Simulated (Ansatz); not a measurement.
# InGaTe3: the cost of one run

Computed with Ansatz 0.2.0 (DFT PBE, scalar-relativistic, plane waves, PAW, unless a step's input says otherwise).

## (1) The starting structure

Symmetry: R-3m, No. 166, trigonal system. The conventional cell has a = 6.620 Å, b = 6.620 Å, c = 13.607 Å, α = 90.00°, β = 90.00°, γ = 120.00°. In (site symmetry -3m) is surrounded by 6 Te at 2.97 Å. Ga (site symmetry -3m) is surrounded by 6 Te at 3.31 Å. Around Te (site symmetry 2/m) lie 2 In at 2.97 Å and 2 Ga at 3.31 Å and 4 Te at 3.31 Å.

As a file:

```
In Ga Te
1.0
     3.30981    1.91092    4.53558
    -3.30981    1.91092    4.53558
     0.00000   -3.82184    4.53558
In Ga Te
1 1 3
Cartesian
  0.0000 0.0000 6.8034
  0.0000 0.0000 0.0000
  0.0000 1.9109 4.5356
  -1.6549 -0.9555 4.5356
  1.6549 -0.9555 4.5356
```

The cell is invented: random cell by space group and Wyckoff sites (R-3m, No. 166). Its size is a rough estimate.

## (2) A first look at the guess

File input.yaml:

```yaml
crystal:
  lattice:
    - [3.30980736, 1.91091817, 4.53558396]
    - [-3.30980736, 1.91091817, 4.53558396]
    - [0.0, -3.82183635, 4.53558396]
  atoms:
    - { symbol: In, position: [0.5, 0.5, 0.5] }
    - { symbol: Ga, position: [0.0, 0.0, 0.0] }
    - { symbol: Te, position: [0.5, 0.5, 0.0] }
    - { symbol: Te, position: [0.0, 0.5, 0.5] }
    - { symbol: Te, position: [0.5, 0.0, 0.5] }
basis:
  ecutwfc: 420
kpoints:
  mp_grid: { grid: [3, 3, 3] }
hamiltonian:
  xc: pbe
scf:
  occupations: { method: gaussian, width: 0.1 }
  lower_state_search: "off"
output:
  forces: true
  stress: true
  eigenvalues: true
```

Started as:

```console
> ansatz run input.yaml --threads 1 --pin off --max-ram 2560MiB --backend cpu --events-out ev --progress --plain --runs-dir out
```

Q: Estimate wall time and peak memory on 1 thread of AMD EPYC 9R45 (Zen 5), shared host.

About 1.6 s, with a peak of 0.49 GiB.
